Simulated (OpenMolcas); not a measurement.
**One shape, several levels: doublet CuOH+**

Aim: a comparison of 6 runs (UHF/3-21G, UB3LYP/6-31G*, U-r2SCAN/cc-pVTZ, U-revPBE/cc-pVTZ, UBHLYP/cc-pVTZ, UPBE0/cc-pVTZ) of doublet CuOH+. 

Program for the calculation: OpenMolcas 26.06.

## (1) The system as given

CuOH+ has 3 atoms, charge +1, and is taken as a doublet. SMILES of the parent species: `[Cu]O`. The coordinates come from a PBE0-D4/def2-TZVP relaxation. That shape belongs to the parent species and isn't relaxed for this state.

Bond lengths: Cu1–O2 1.785 Å, O2–H3 0.962 Å. Angles: Cu1–O2–H3 109.0°.

## (2) The energy at UHF/3-21G (run 1)

Contents of calc.input:

```
* CuHO Hartree-Fock
>>> EXPORT MOLCAS_PRINT=2

&GATEWAY
 BasLib
 $CurrDir
 Coord
 3
 angstrom
 Cu      -1.152790       0.285260      -0.596950
 O        0.412870       0.307820       0.260030
 H        0.739920      -0.593080       0.336920
 Basis
 3-21G
 Group
 NoSym

&SEWARD

&SCF
 UHF
 Charge
 1
 Spin
 2
 Thresholds
 1e-10 1e-07 1e-07 1e-05
 PrOrbitals
 1 1
```

The basis set 3-21G is read from a file made from the Basis Set Exchange's data (not shown).

On the command line:

```sh
$ export MOLCAS_MEM=1860
$ pymolcas calc.input > calc.log
```

The log of the run:

```text
--- Start Module: gateway ---
[...]
--- Stop Module: gateway /rc=_RC_ALL_IS_WELL_ ---
--- Start Module: seward ---
[...]
      Basis functions           38
--- Stop Module: seward /rc=_RC_ALL_IS_WELL_ ---
[...]
--- Start Module: scf ---
[...]
       Convergence after  38 Iterations
[...]
::    Total SCF energy                              -1705.5548747392
[...]
      Total spin, S                                     0.5237823710
[...]
      Total electronic charge=   37.000000
      Total            charge=    1.000000
[...]
      Dipole Moment (debye):
      Origin of the operator (angstrom)=   -0.8156    0.2787   -0.4137
                   X= -5.0509E+00               Y= -1.6330E+00               Z= -2.9406E+00           Total=  6.0684E+00
      Center of Charge (angstrom)
[...]
--- Stop Module: scf /rc=_RC_ALL_IS_WELL_ ---
[...]
```

Run time: 3.9 s. Hardware: 1 thread of Intel Xeon Platinum 8259CL at 2.50GHz (Skylake/Cascade Lake), shared host; peak memory 0.37 GiB.

## (3) The energy at UB3LYP/6-31G(d) (Cartesian functions) (run 2)

Contents of input.xyz:

```xyz
3

Cu    -1.152790     0.285260    -0.596950
O      0.412870     0.307820     0.260030
H      0.739920    -0.593080     0.336920
```

Contents of job.input:

```
* CuHO Kohn-Sham DFT
&GATEWAY
BasLib
$CurrDir
Coord
input.xyz
Basis
6-31Gs
Group
NoSym
&SEWARD
GridInput
Grid=UltraFine
End of Grid
&SCF
UHF
Charge
1
Spin
2
KSDFT
B3LYP
Thresholds
1e-10 1e-07 1e-07 1e-05
PrOrbitals
1 2
```

The basis set 6-31G* is read from a file made from the Basis Set Exchange's data (not shown).

On the command line:

```sh
$ export MOLCAS_MEM=1860
$ pymolcas job.input > job.log
```

The log of the run:

```text
--- Start Module: gateway ---
[...]
--- Stop Module: gateway /rc=_RC_ALL_IS_WELL_ ---
--- Start Module: seward ---
[...]
      Basis functions           53
[...]
--- Stop Module: seward /rc=_RC_ALL_IS_WELL_ ---
[...]
--- Start Module: scf ---
[...]
       Convergence after  35 Iterations
[...]
::    Total KS-DFT energy                           -1715.7304058427
[...]
      Total spin, S                                     0.5027418453
[...]
      Total electronic charge=   37.000000
      Total            charge=    1.000000
[...]
      Dipole Moment (debye):
      Origin of the operator (angstrom)=   -0.8156    0.2787   -0.4137
                   X= -2.3345E+00               Y= -1.5450E+00               Z= -1.4483E+00           Total=  3.1519E+00
      Center of Charge (angstrom)
[...]
--- Stop Module: scf /rc=_RC_ALL_IS_WELL_ ---
[...]
```

It took 26 s on 1 thread of Intel Xeon Platinum 8259CL at 2.50GHz (Skylake/Cascade Lake), shared host; peak memory 0.39 GiB.

Runs 3 to 5 aren't shown in full; the table further down has their settings and results.

## (4) A single-point energy at UPBE0/cc-pVTZ (run 6)

Contents of mol.input:

```
&GATEWAY
  BasLib
  $CurrDir
  Coord
  3
  bohr
  Cu    -2.17845738     0.53906327    -1.12807201
  O      0.78021123     0.58169550     0.49138548
  H      1.39824615    -1.12075877     0.63668653
  Basis
  cc-pVTZ
  Group
  NoSym

&SEWARD
  GridInput
  Grid=UltraFine
  End of Grid

&SCF
  UHF
  Charge
  1
  Spin
  2
  KSDFT
  PBE0
  Thresholds
  1e-10 1e-07 1e-07 1e-05
  PrOrbitals
  1
```

The basis set cc-pVTZ is read from a file made from the Basis Set Exchange's data (not shown).

On the command line:

```sh
$ export MOLCAS_MEM=1860
$ pymolcas mol.input > mol.log
```

The log of the run:

```text
--- Start Module: gateway ---
[...]
--- Stop Module: gateway /rc=_RC_ALL_IS_WELL_ ---
--- Start Module: seward ---
[...]
      Basis functions          112
--- Stop Module: seward /rc=_RC_ALL_IS_WELL_ ---
[...]
--- Start Module: scf ---
[...]
       Convergence after  25 Iterations
[...]
::    Total KS-DFT energy                           -1715.7442859828
[...]
      Total spin, S                                     0.5039519542
[...]
      Total electronic charge=   37.000000
      Total            charge=    1.000000
[...]
      Dipole Moment (debye):
      Origin of the operator (angstrom)=   -0.8156    0.2787   -0.4137
                   X= -1.1220E+00               Y= -1.5274E+00               Z= -7.8455E-01           Total=  2.0511E+00
      Center of Charge (angstrom)
[...]
--- Stop Module: scf /rc=_RC_ALL_IS_WELL_ ---
[...]
```

It took 70 s on 1 thread of Intel Xeon Platinum 8259CL at 2.50GHz (Skylake/Cascade Lake), shared host; peak memory 0.67 GiB.

## (5) All runs side by side

```tsv
run	level	Cartesian functions	integration grid	energy (Eh)	HOMO energy (eV)	LUMO energy (eV)	⟨S²⟩	wall time
1	UHF/3-21G	no	–	-1705.554875	-16.88	-7.26	0.798	3.9 s
2	UB3LYP/6-31G* (Cartesian functions)	yes	UltraFine	-1715.730406	-14.65	-11.33	0.755	26 s
3	U-r2SCAN/cc-pVTZ	no	UltraFine	-1716.021147	-13.91	-12.80	0.757	92 s
4	U-revPBE/cc-pVTZ	no	UltraFine	-1715.957540	-13.73	-13.21	0.754	72 s
5	UBHLYP/cc-pVTZ	no	UltraFine	-1715.973754	-16.91	-9.96	0.759	67 s
6	UPBE0/cc-pVTZ	no	UltraFine	-1715.744286	-15.46	-11.64	0.758	70 s
```

## (6) Outcome

```
                                 quantity           value
                      run 6: total energy  -1715.74429 Eh
run 6: HOMO energy (highest over α and β)       -15.46 eV
 run 6: LUMO energy (lowest over α and β)       -11.64 eV
                              run 6: ⟨S²⟩           0.758
```

In words: Totals of different functionals can't be ranked against each other. All runs together took 5.5 min, the longest 92 s.
